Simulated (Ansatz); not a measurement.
What does this script print? It uses Ansatz 0.2.0 through its Python package.

`ch7pssi_tae.py`
```python
'''Energy to split CH7PSSi into its atoms.'''

from collections import Counter
from dataclasses import dataclass

import ansatz as az


@dataclass
class Settings:
    basis_set: str = 'def2-SVPD'
    functional: str = 'pbe'


settings = Settings()


def energy(molecule, charge=0, unpaired=0):
    calc = (
        molecule.calculation()
        .basis(gaussian=settings.basis_set)
        .functional(settings.functional)
        .accuracy('high')
        .scf(lower_state_search='off')
    )
    if charge:
        calc = calc.charge(charge)
    if unpaired:
        calc = calc.spin('collinear', total=unpaired)
    report = calc.run().report
    if report['published_state_doubts']:
        print('  doubts:', report['published_state_doubts'])
    return report['free_energy_ev']

geometry_ang = [
    ('C', (1.6243, 0.6512, 0.9081)),
    ('S', (1.4344, -0.9756, 0.1512)),
    ('Si', (-0.6743, -1.1431, -0.1771)),
    ('P', (-1.2508, 0.2067, -1.8316)),
    ('H', (1.2955, 1.4402, 0.2262)),
    ('H', (2.6798, 0.8173, 1.1403)),
    ('H', (1.0537, 0.7157, 1.839)),
    ('H', (-1.3859, -0.7184, 1.0523)),
    ('H', (-1.0205, -2.5405, -0.5277)),
    ('H', (-1.1059, 1.4245, -1.1295)),
    ('H', (-2.6503, 0.122, -1.6512)),
]
system = az.Crystal.molecule()
for symbol, xyz in geometry_ang:
    system = system.atom(symbol, xyz)

# unpaired electrons of the ground-state atoms
unpaired = {'C': 2, 'S': 2, 'Si': 2, 'P': 3, 'H': 1}
counts = Counter(site.symbol for site in system.cartesian_sites)
atom_energy = {s: energy(az.Crystal.molecule().atom(s, (0, 0, 0)), 0, unpaired[s]) for s in counts}
whole = energy(system, 0, 0)
for s, e in atom_energy.items():
    print(f'{s:2s} x{counts[s]}  {e:14.5f} eV')
print(f'CH7PSSi: {whole:.5f} eV')
split = sum(counts[s] * e for s, e in atom_energy.items()) - whole
print(f'atomisation energy (no zero-point term): {96.485332 * split:.1f} kJ/mol, {split / sum(counts.values()):.3f} eV an atom')
```

```console
$ python ch7pssi_tae.py
C  x1     -1027.28937 eV
S  x1    -10824.89041 eV
Si x1     -7867.49492 eV
P  x1     -9278.78252 eV
H  x7       -13.56840 eV
CH7PSSi: -29129.32418 eV
atomisation energy (no zero-point term): 3462.7 kJ/mol, 3.263 eV an atom
```

3462.7 kJ/mol from the electronic energies, without the zero-point term.

Notes:
- The settings weren't tested for convergence.
- The geometry is a force-field or estimated start, not a minimum of this method, and the basis set is short of its limit. All parts are taken at fixed geometry, without zero-point energy.
- This functional overbinds, so such energies come out a few per cent too high (LDA far more).
- Timing: 16 s on 1 thread of Arm Neoverse V1, on a shared host, peak memory 0.52 GiB.
